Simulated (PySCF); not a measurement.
# C3H3NSe: a look at the electrons

For C3H3NSe, the scripts below compute its lowest excited states and treat its π system by CASSCF and NEVPT2.

Computed with PySCF 2.14.0. Level: levels as typed in each script, gas phase, geometry from GFN2-xTB.

## Step 1: Starting geometry

SMILES `c1c[se]cn1`, 8 atoms, charge 0, spin multiplicity 1.

Bond lengths: C1–C2 1.360 Å, C1–N5 1.351 Å, C1–H6 1.076 Å, C2–Se3 1.854 Å, C2–H7 1.074 Å, Se3–C4 1.887 Å, C4–N5 1.276 Å, C4–H8 1.075 Å. Angles: C2–C1–N5 117.0°, C2–C1–H6 124.7°, N5–C1–H6 118.2°, C1–C2–Se3 110.9°, C1–C2–H7 126.8°, Se3–C2–H7 122.3°, C2–Se3–C4 83.2°, Se3–C4–N5 115.1°, Se3–C4–H8 121.9°, N5–C4–H8 123.0°, C1–N5–C4 113.7°.

Coordinates:

```xyz
8
charge 0, multiplicity 1
C     1.68273    0.61592    0.00000
C     0.47490    1.24189    0.00000
Se   -0.90996    0.00952    0.00000
C     0.50260   -1.24093    0.00000
N     1.67430   -0.73496    0.00000
H     2.63444    1.11888    0.00000
H     0.29953    2.30195    0.00000
H     0.32323   -2.30114    0.00000
```

## Step 2: Excited states (B3LYP/def2-svp)

input.py

```python
import numpy as np
from pyscf import gto, scf, dft, tdscf
from pyscf.scf import atom_ks, atom_hf
from scipy.linalg import block_diag

def solve(mol, dm0=None, hcore=None):
    mf = (dft.UKS if mol.spin else dft.RKS)(mol, xc='b3lyp')
    mf.grids.level = 3
    mf = mf.density_fit(auxbasis='def2-universal-jkfit')
    mf.conv_tol, mf.max_cycle = 1e-8, 80
    if hcore is not None:
        mf.get_hcore = lambda *args: hcore
    mf.kernel(dm0)
    if not mf.converged:
        mf = mf.newton().run(mf.mo_coeff, mf.mo_occ, max_cycle=30)
    assert mf.converged, 'SCF not converged'
    return mf

mol = gto.M(atom='''
C      1.68273     0.61592     0.00000
C      0.47490     1.24189     0.00000
Se    -0.90996     0.00952     0.00000
C      0.50260    -1.24093     0.00000
N      1.67430    -0.73496     0.00000
H      2.63444     1.11888     0.00000
H      0.29953     2.30195     0.00000
H      0.32323    -2.30114     0.00000
''', basis='def2-svp', charge=0, spin=0, verbose=4)
mf = solve(mol)
td = mf.TDA()
td.nstates, td.singlet, td.conv_tol = 5, True, 1e-5
td.kernel()
td.analyze()
x, y = np.array([p[0] for p in td.xy]), np.array([p[1] + 0 * p[0] for p in td.xy])
f, mu = td.oscillator_strength(), td.transition_dipole()
nto = [td.get_nto(state=i + 1, verbose=4) for i in range(len(td.e))]
# spherically averaged free atoms, for the promolecule
atm = atom_ks.get_atm_nrks(mol, xc='b3lyp')
pro = block_diag(*[(atm[a[0]][2] * atm[a[0]][3]) @ atm[a[0]][2].T for a in mol._atom])
np.savez('result.npz', e=td.e, f=f, ok=td.converged, w=[n[0] for n in nto], nto=[n[1] for n in nto], x=x, y=y, c=mf.mo_coeff, occ=mf.mo_occ, eps=mf.mo_energy, pro=pro, mu=mu)
```

Launch:

```sh
OMP_NUM_THREADS=1 python input.py
```

## Step 4: The π active space (def2-svpd)

input.py

```python
import numpy as np
from pyscf import gto, scf, dft, mcscf, mrpt
from pyscf.mcscf import avas

def solve(mol, dm0=None, hcore=None):
    mf = scf.ROHF(mol) if mol.spin else scf.RHF(mol)
    mf = mf.density_fit(auxbasis='def2-universal-jkfit')
    mf.conv_tol, mf.max_cycle = 1e-8, 80
    if hcore is not None:
        mf.get_hcore = lambda *args: hcore
    mf.kernel(dm0)
    if not mf.converged:
        mf = mf.newton().run(mf.mo_coeff, mf.mo_occ, max_cycle=30)
    assert mf.converged, 'SCF not converged'
    return mf

mol = gto.M(atom='''
C      1.68273     0.61592     0.00000
C      0.47490     1.24189     0.00000
Se    -0.90996     0.00952     0.00000
C      0.50260    -1.24093     0.00000
N      1.67430    -0.73496     0.00000
H      2.63444     1.11888     0.00000
H      0.29953     2.30195     0.00000
H      0.32323    -2.30114     0.00000
''', basis='def2-svpd', charge=0, spin=0, verbose=4)
mf = solve(mol)
ncas, nel, orbs = avas.avas(mf, ['C 2pz', 'N 2pz', 'Se 4pz'], threshold=0.5, openshell_option=3)
print('active space', nel, ncas)
assert 2 <= ncas <= 10, 'active space too large or empty'
mc = mcscf.CASSCF(mf, ncas, nel)
mc.natorb, mc.max_cycle_macro = True, 60
mc.fix_spin_(ss=mol.spin / 2 * (mol.spin / 2 + 1))
mc.kernel(orbs)
occ = mc.mo_occ[mc.ncore:mc.ncore + ncas]
print('natural occupations', occ.round(4))
e2 = mrpt.NEVPT(mc).kernel()
out = dict(c=mc.mo_coeff[:, mc.ncore:mc.ncore + ncas], occ=occ, e=mc.e_tot, e2=e2, ehf=mf.e_tot, ok=mc.converged, nel=nel, w0=abs(mc.ci).max() ** 2, dm=mc.make_rdm1())
# the other spin state at the same geometry
other = mol.copy().set(spin=2).build()
mo = scf.ROHF(other).density_fit(auxbasis='def2-universal-jkfit').run()
na = (nel + other.spin) // 2
m2 = mcscf.CASSCF(mo, ncas, (na, nel - na))
m2.natorb = True
m2.fix_spin_(ss=other.spin / 2 * (other.spin / 2 + 1))
m2.kernel(mc.mo_coeff)
e2o = mrpt.NEVPT(m2).kernel()
print('other state above this one / eV: CASSCF', (m2.e_tot - mc.e_tot) * 27.211386, 'NEVPT2', (m2.e_tot + e2o - mc.e_tot - e2) * 27.211386)
np.savez('result.npz', eo=m2.e_tot, e2o=e2o, oko=m2.converged, occo=m2.mo_occ[mc.ncore:mc.ncore + ncas], co=m2.mo_coeff[:, mc.ncore:mc.ncore + ncas], **out)
```

(Steps that only read results are left out.)

Q: Predict the outcome of this session. Wanted: lowest singlet excitation; triplet less singlet, CASSCF and NEVPT2; weight of the leading determinant.

As calculated:

```
                                           quantity               value
         lowest singlet excitation (B3LYP/def2-svp)             4.95 eV
triplet less singlet, CASSCF and NEVPT2 (def2-svpd)  +3.71 and +4.07 eV
                  weight of the leading determinant                0.92
```

In words: The geometry was not optimised at these levels.
